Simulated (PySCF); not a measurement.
# SnBr₂⁺: relaxation and vibrations of the doublet

Aim: relax SnBr₂⁺ as a doublet from a linear start, check by its vibrations whether the end is a minimum, and collect its spectrum and constants.

The runs use PySCF 2.14.0; PBE0, basis Sn def2-TZVP with ECP28, Br def2-TZVP, scalar-relativistic core potentials, no spin–orbit coupling, density fitting.

## Step 1: Where the work starts

3 atoms, charge 1, spin multiplicity 2.

Bond lengths: Sn1–Br2 2.489 Å, Sn1–Br3 2.489 Å. Angles: Br2–Sn1–Br3 180.0°.

```xyz
3
charge 1 multiplicity 2
Sn    0.0000    0.0000    0.0000
Br    0.0000    0.0000    2.4892
Br    0.0000    0.0000   -2.4892
```

## Step 2: The SCF at the typed geometry

One driver script runs all steps and calls PySCF; scf.py shows how it sets up the SCF of each step. The optimiser is the driver's own. After this first run the driver tries any further starts and a stability analysis.

Input file scf.py:

```python
from pyscf import gto, scf, dft
mol = gto.M(atom='''
Sn     0.000000     0.000000     0.000000
Br     0.000000     0.000000     2.489200
Br     0.000000     0.000000    -2.489200''',
    basis={'Sn': 'def2-TZVP', 'Br': 'def2-TZVP'},
    ecp={'Sn': 'def2-TZVP'},
    charge=1, spin=1)
mf = dft.UKS(mol, xc='PBE0')
mf.grids.atom_grid = (50, 194)
aux = {'Sn': 'def2-universal-JKFIT', 'Br': 'def2-universal-JKFIT'}
mf = mf.density_fit(auxbasis=aux)
mf.conv_tol = 1e-08
mf.diis_space = 10
mf.max_cycle = 60
mf.init_guess = 'minao'
mf.verbose = 4
mf.kernel()
```

Launch:

```
$ OMP_NUM_THREADS=4 python axn.py task.json out
```

Output:

```text
init E= -5323.33953726867
[... the frontier-level lines of each cycle are left out ...]
cycle= 1 E= -5359.31415957675  delta_E=  -36  |g|= 2.27  |ddm|= 21.5
cycle= 2 E= -5343.06075312758  delta_E= 16.3  |g|=  6.4  |ddm|= 17.9
cycle= 3 E= -5361.35315601404  delta_E= -18.3  |g|= 0.863  |ddm|= 16.8
cycle= 4 E= -5361.72943233814  delta_E= -0.376  |g|= 0.414  |ddm|= 1.45
cycle= 5 E= -5361.78306583288  delta_E= -0.0536  |g|= 0.05  |ddm|= 0.376
cycle= 6 E= -5361.7845116953  delta_E= -0.00145  |g|= 0.0105  |ddm|= 0.114
cycle= 7 E= -5361.78459796847  delta_E= -8.63e-05  |g|= 0.00409  |ddm|= 0.0233
cycle= 8 E= -5361.78460973399  delta_E= -1.18e-05  |g|= 0.00156  |ddm|= 0.00726
cycle= 9 E= -5361.78461284976  delta_E= -3.12e-06  |g|= 0.000425  |ddm|= 0.00412
cycle= 10 E= -5361.78461312683  delta_E= -2.77e-07  |g|= 0.000102  |ddm|= 0.00136
cycle= 11 E= -5361.78461315675  delta_E= -2.99e-08  |g|= 2.44e-05  |ddm|= 0.000378
cycle= 12 E= -5361.78461315886  delta_E= -2.11e-09  |g|= 2.49e-06  |ddm|= 0.000129
Extra cycle  E= -5361.78461315887  delta_E= -5.46e-12  |g|= 2.13e-06  |ddm|= 6.33e-06
converged SCF energy = -5361.78461315887  <S^2> = 0.75725503  2S+1 = 2.0072419
```

This step, with its further starts and checks, needed 17 s of wall time on 4 threads of Arm Neoverse V2, shared host.

The test of internal stability found no lower solution of this spin.

## Step 3: Linear start, doublet: relaxation

The program finds D∞h symmetry in the start, which this walk keeps. The walk stops when the largest gradient is under 0.0003 Eh/bohr and the energy has settled too.

scf.py: that of step 2 with these lines changed.

```diff
@@ -16 +15,0 @@
-mf.init_guess = 'minao'
```

The optimiser's trace:

```
step   energy (Eh)  change (kJ/mol)  largest symmetric gradient (Eh/bohr)
   0  -5361.784613             0.00                               0.00028
```

The walk took 3.9 s.

Positions (Å) and forces (eV/Å) along the way:

```
step 0
Sn   0.000   0.000   0.000   0.000   0.000   0.000
Br   0.000   0.000   2.489   0.000   0.000  -0.014
Br   0.000   0.000  -2.489   0.000   0.000   0.014
```

It settles in D∞h symmetry, 0.0 kJ/mol below the start, after 0 steps: Sn–Br 2.489 Å (×2); Br–Sn–Br 180.0°.

## Step 4: Hessian and properties

On the finer grid the gradient is checked again; gradients at displacements of ±0.02 bohr then give force constants and infrared intensities.

scf.py: that of step 3 with these lines changed.

```diff
@@ -3,3 +3,3 @@
-Sn     0.000000     0.000000     0.000000
-Br     0.000000     0.000000     2.489200
-Br     0.000000     0.000000    -2.489200''',
+Sn     0.000000    -0.000000    -0.000000
+Br     0.000000    -0.000000     2.488000
+Br     0.000000     0.000000    -2.488000''',
@@ -10 +10 @@
-mf.grids.atom_grid = (50, 194)
+mf.grids.atom_grid = (75, 302)
@@ -13 +13 @@
-mf.conv_tol = 1e-08
+mf.conv_tol = 1e-10
```

The driver hands on the density of the step before, so the log starts near convergence.

Log of the central SCF (cycles and frontier levels):

```text
init E= -5361.78446218709
[... the frontier-level lines of each cycle are left out ...]
cycle= 1 E= -5361.78446218706  delta_E= 3.46e-11  |g|= 9.09e-06  |ddm|= 1.74e-05
Extra cycle  E= -5361.78446218697  delta_E= 8.55e-11  |g|= 1.56e-05  |ddm|= 3.19e-05
converged SCF energy = -5361.78446218697  <S^2> = 0.7572298  2S+1 = 2.0072168
```

The whole step took 61 s.

Geometry: D∞h; Sn–Br 2.488 Å (×2); Br–Sn–Br 180.0°.

Modes, for the most abundant isotopes:

```json
{"symmetry": "πu", "ω (cm⁻¹)": "80i", "IR (km/mol)": "2.8", "μ (u)": "97.94", "type": "bend"}
{"symmetry": "σg+", "ω (cm⁻¹)": "194", "IR (km/mol)": "0.0", "μ (u)": "78.92", "type": "stretch"}
{"symmetry": "σu+", "ω (cm⁻¹)": "238", "IR (km/mol)": "38.7", "μ (u)": "97.94", "type": "stretch"}
```

2 modes are imaginary, the largest at 80i cm⁻¹: a saddle point, not a minimum.

Constants and moments:

* Dipole moment about the centre of mass: 0.00 D
* Highest occupied level: -12.63 eV
* Lowest empty level: -10.23 eV
* Rotational constants: 0.01725 cm⁻¹
* Zero-point energy (real modes): 2.6 kJ/mol
* Principal polarisabilities: 48.8, 48.8, 148.3 bohr³
* Principal traceless quadrupole moments about the centre of mass: -5.44, -5.44, 10.88 D Å
* Spin squared ⟨S²⟩: 0.757

Populations by atom (charges in e):

```tsv
atom	Mulliken	Löwdin	polar tensor	spin (Mulliken)	Mayer order to Sn1
Sn1	1.02	0.49	1.19	0.22	–
Br2,3	-0.01	0.26	-0.09	0.39	1.21
```

Mulliken populations on Sn1 (outside its core potential): s 3.70, p 7.04, d 10.20, f 0.04.

## Step 5: Following the imaginary mode

The start is the last point, displaced along its most imaginary mode.

The program finds C2v symmetry in the start, which this walk keeps. Threshold on the gradient: 0.0003 Eh/bohr, with a further test on the energy change.

scf.py: that of step 4 with these lines changed.

```diff
@@ -3,3 +3,3 @@
-Sn     0.000000    -0.000000    -0.000000
-Br     0.000000    -0.000000     2.488000
-Br     0.000000     0.000000    -2.488000''',
+Sn    -0.000000    -0.250000     0.000000
+Br     0.000000     0.189915     2.488000
+Br     0.000000     0.189915    -2.488000''',
@@ -10 +10 @@
-mf.grids.atom_grid = (75, 302)
+mf.grids.atom_grid = (50, 194)
@@ -13 +13 @@
-mf.conv_tol = 1e-10
+mf.conv_tol = 1e-08
```

Energy and gradient, step by step:

```
step   energy (Eh)  change (kJ/mol)  largest symmetric gradient (Eh/bohr)
   0  -5361.787953             0.00                               0.01210
   1  -5361.791379            -8.99                               0.00890
   2  -5361.798915           -28.78                               0.00727
   3  -5361.800471           -32.87                               0.00740
   4  -5361.800946           -34.12                               0.00078
   5  -5361.800951           -34.13                               0.00004
```

The walk took 32 s.

Geometry (Å) and forces (eV/Å) at some steps:

```
step 0
Sn   0.000  -0.250   0.000   0.000  -0.191   0.000
Br   0.000   0.190   2.488   0.000   0.095  -0.622
Br   0.000   0.190  -2.488   0.000   0.095   0.622
step 1
Sn   0.000  -0.334   0.000   0.000  -0.276   0.000
Br   0.000   0.232   2.429   0.000   0.138  -0.458
Br   0.000   0.232  -2.429   0.000   0.138   0.458
step 3
Sn   0.000  -0.765   0.000   0.000   0.381   0.000
Br   0.000   0.447   2.141   0.000  -0.190  -0.327
Br   0.000   0.447  -2.141   0.000  -0.190   0.327
step 5
Sn   0.000  -0.749   0.000   0.000   0.001   0.000
Br   0.000   0.439   2.116   0.000   0.000  -0.002
Br   0.000   0.439  -2.116   0.000   0.000   0.002
```

End point (C2v, 5 steps, 34.1 kJ/mol gained): Sn–Br 2.427 Å (×2); Br–Sn–Br 121.4°.

## Step 6: Hessian and properties

As before: finer grid, then central differences.

scf.py: that of step 5 with these lines changed.

```diff
@@ -3,3 +3,3 @@
-Sn    -0.000000    -0.250000     0.000000
-Br     0.000000     0.189915     2.488000
-Br     0.000000     0.189915    -2.488000''',
+Sn    -0.000000    -0.679971    -0.000000
+Br     0.000000     0.515295     2.113046
+Br     0.000000     0.515295    -2.113046''',
@@ -10 +10 @@
-mf.grids.atom_grid = (50, 194)
+mf.grids.atom_grid = (75, 302)
@@ -13 +13 @@
-mf.conv_tol = 1e-08
+mf.conv_tol = 1e-10
```

Log of the central SCF (cycles and frontier levels):

```text
init E= -5361.80088271673
[... the frontier-level lines of each cycle are left out ...]
cycle= 1 E= -5361.80088271674  delta_E= -1.82e-12  |g|= 6e-07  |ddm|= 2.07e-06
Extra cycle  E= -5361.80088271673  delta_E= 5.46e-12  |g|= 6.05e-07  |ddm|= 1.31e-06
converged SCF energy = -5361.80088271673  <S^2> = 0.75778693  2S+1 = 2.0077718
```

The whole step needed 81 s of wall time on 4 threads of Arm Neoverse V2, shared host.

Geometry: C2v; Sn–Br 2.428 Å (×2); Br–Sn–Br 121.0°.

Modes, for the most abundant isotopes:

```csv
symmetry,ω (cm⁻¹),IR (km/mol),type
a1,65,1.3,bend
a1,237,4.7,stretch
b2,282,22.0,stretch
```

No imaginary mode, so this is a minimum.

Constants and moments:

```yaml
Dipole_moment_about_the_centre_of_mass: 2.02 D
Highest_occupied_level: -13.49 eV
Lowest_empty_level: -11.00 eV
Rotational_constants: 0.1732, 0.02392, 0.02102 cm⁻¹
Zero-point_energy: 3.5 kJ/mol
Principal_polarisabilities: 47.4, 61.7, 119.0 bohr³
Principal_traceless_quadrupole_moments_about_the_centre_of_mass: -5.97, -1.31, 7.28 D Å
Entropy_at_298.15_K_and_1_bar_electronic_part_spin_only: 333.7 J/(mol K)
Heat_capacity_Cp_at_298.15_K: 56.1 J/(mol K)
Enthalpy_at_298.15_K_above_0_K: 14.52 kJ/mol
Rotational_symmetry_number: 2
Spin_squared_⟨S²⟩: 0.758
```

Populations by atom (charges in e):

| atom | Mulliken | Löwdin | polar tensor | spin (Mulliken) | Mayer order to Sn1 |
| --- | --- | --- | --- | --- | --- |
| Sn1 | 1.02 | 0.39 | 1.15 | 0.41 | – |
| Br2,3 | -0.01 | 0.31 | -0.08 | 0.30 | 1.26 |

Outer orbital energies (eV). α occupied: -27.34, -19.71, -16.43, -14.89, -14.78, -14.30, -14.23, -13.49; empty: -8.70, -6.91, -5.52, -1.91. β occupied: -27.28, -26.93, -19.14, -15.66, -14.66, -14.60, -14.18, -14.05; empty: -11.00, -8.33, -6.52, -4.99.

Mulliken populations on Sn1 (outside its core potential): s 3.59, p 7.16, d 10.17, f 0.05.

## Step 7: All stationary points

| spin | group | bonds | imaginary modes (cm⁻¹) | ΔE (kJ/mol) | with zero-point energy |
| --- | --- | --- | --- | --- | --- |
| doublet | C2v | Sn–Br 2.428 Å (×2) | none | 0.0 | 0.0 |
| doublet | D∞h | Sn–Br 2.488 Å (×2) | 80i, 80i | 43.1 | – |

## Step 8: Summary of results

| quantity | value |
| --- | --- |
| minimum | doublet, C2v |
| geometry | Sn–Br 2.428 Å (×2); Br–Sn–Br 121.0° |
| wavenumbers (cm⁻¹) | 65 (a1), 237 (a1), 282 (b2) |
| dipole moment (centre of mass) | 2.02 D |
| highest occupied, lowest empty level (either spin) | -13.49, -11.00 eV |
| polar-tensor charge of Sn1 | +1.15 e |
| zero-point energy | 3.5 kJ/mol |
| entropy at 298.15 K | 333.7 J/(mol K) |
| ⟨S²⟩ | 0.758 |

The linear start (D∞h) ends in a minimum of C2v symmetry, after a stop at a second-order saddle point 43.1 kJ/mol higher, from which it was pushed off along an imaginary mode. In the infrared the band at 282 cm⁻¹ (b2, stretch) leads. Only this shape and spin were tried, so other structures or states may lie lower. With an element this heavy the missing spin–orbit coupling can shift these numbers.

The search up to here took 3.2 min.
